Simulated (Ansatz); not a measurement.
# Cl2HOSV: a ladder of functionals and wavefunction methods

One table from this session's results is given with a row withheld; the runs are named, their logs left out.

Computed with Ansatz 0.2.0, Gaussian basis. Level: functionals in def2-TZVPP, the program's frozen cores in correlated methods.

Levels to be run: LDA (SPW92), PBE-D4, revPBE-D4, BLYP-D4, r2SCAN-D4, B97M-V, PBE0-D4, B3LYP-D4, r2SCANh-D4, r2SCAN0-D4, HSE06-D4, BHLYP-D4, CAM-B3LYP-D4, LC-ωPBE, ωB97X-V, ωB97M-V, B2PLYP, PBE-QIDH; CCSD(T)/def2-SVP; CCSD(T)/def2-TZVPP; MP2/def2-QZVPP; extrapolation to the limit; RPA on PBE.

### Structure used throughout

All runs share one geometry, relaxed beforehand with PBE0-D4 in a triple-zeta def2 set.

SMILES `[OH][V](=[S])([Cl])[Cl]`, 6 atoms, charge 0, spin multiplicity 1.

Atoms are counted from 1 here; the program's logs count them from 0.

Bond lengths: O1–V2 1.741 Å, O1–H6 0.967 Å, V2–S3 1.982 Å, V2–Cl4 2.137 Å, V2–Cl5 2.137 Å. Angles: V2–O1–H6 116.6°, O1–V2–S3 107.0°, O1–V2–Cl4 110.1°, O1–V2–Cl5 110.1°, S3–V2–Cl4 110.0°, S3–V2–Cl5 110.0°, Cl4–V2–Cl5 109.7°.

Set-up of the first run:

in.yaml

```yaml
crystal:
  periodic: [false, false, false]
  atoms:
    - {symbol: O, position_ang: [0.134749, -0.005975, 1.424728]}
    - {symbol: V, position_ang: [0.147642, -0.103164, -0.313431]}
    - {symbol: S, position_ang: [1.817336, -1.039399, -0.827857]}
    - {symbol: Cl, position_ang: [-1.549457, -1.205312, -0.999336]}
    - {symbol: Cl, position_ang: [0.119962, 1.859216, -1.158187]}
    - {symbol: H, position_ang: [-0.628233, 0.430633, 1.827982]}
basis:
  gaussian: {orbitals: def2-TZVPP}
hamiltonian: {xc: lda}
output: {orbitals: {seedname: orbitals}}
```

Among the steps run: LDA; PBE-D4 (GGA); revPBE-D4 (GGA); BLYP-D4 (GGA); r2SCAN-D4 (meta-GGA); B97M-V (meta-GGA); PBE0-D4 (hybrid); B3LYP-D4 (hybrid); r2SCANh-D4 (hybrid); r2SCAN0-D4 (hybrid); HSE06-D4 (hybrid); BHLYP-D4 (hybrid); CAM-B3LYP-D4 (range-separated); LC-ωPBE-D4 (range-separated; the results give it without D4); ωB97X-V (range-separated); ωB97M-V (range-separated); B2PLYP (double hybrid); PBE-QIDH (double hybrid).

One of the session's tables, all rows but one given; the rest of the session is left out.

It belongs to the step «Orbital energies across the functionals». 

| functional | HOMO (eV) | LUMO (eV) | gap (eV) |
| --- | --- | --- | --- |
| LDA (SPW92) | -7.30 | -4.88 | 2.42 |
| PBE-D4 | -7.15 | -4.68 | 2.46 |
| revPBE-D4 | -7.09 | -4.61 | 2.48 |
| BLYP-D4 | -6.97 | -4.54 | 2.42 |
| r2SCAN-D4 | -7.46 | -4.75 | 2.71 |
| B97M-V | -7.51 | -4.76 | 2.75 |
| PBE0-D4 | -8.38 | -3.91 | 4.46 |
| B3LYP-D4 | -8.12 | -4.11 | 4.01 |
| r2SCANh-D4 | -7.91 | -4.44 | 3.47 |
| r2SCAN0-D4 | -8.58 | -3.93 | 4.65 |
| HSE06-D4 | -7.98 | -4.29 | 3.69 |
| BHLYP-D4 | -9.43 | -2.88 | 6.55 |
| CAM-B3LYP-D4 | -9.63 | -2.85 | 6.78 |
| LC-ωPBE | -10.98 | -1.87 | 9.11 |
| ωB97X-V | -10.63 | -1.84 | 8.79 |
| ωB97M-V | ? | ? | ? |

**Question.** Estimate the row for ωB97M-V.

The run gave: HOMO (eV): -10.46; LUMO (eV): -1.76; gap (eV): 8.70. In the column «HOMO (eV)» it lies between ωB97X-V (-10.63) and CAM-B3LYP-D4 (-9.63).
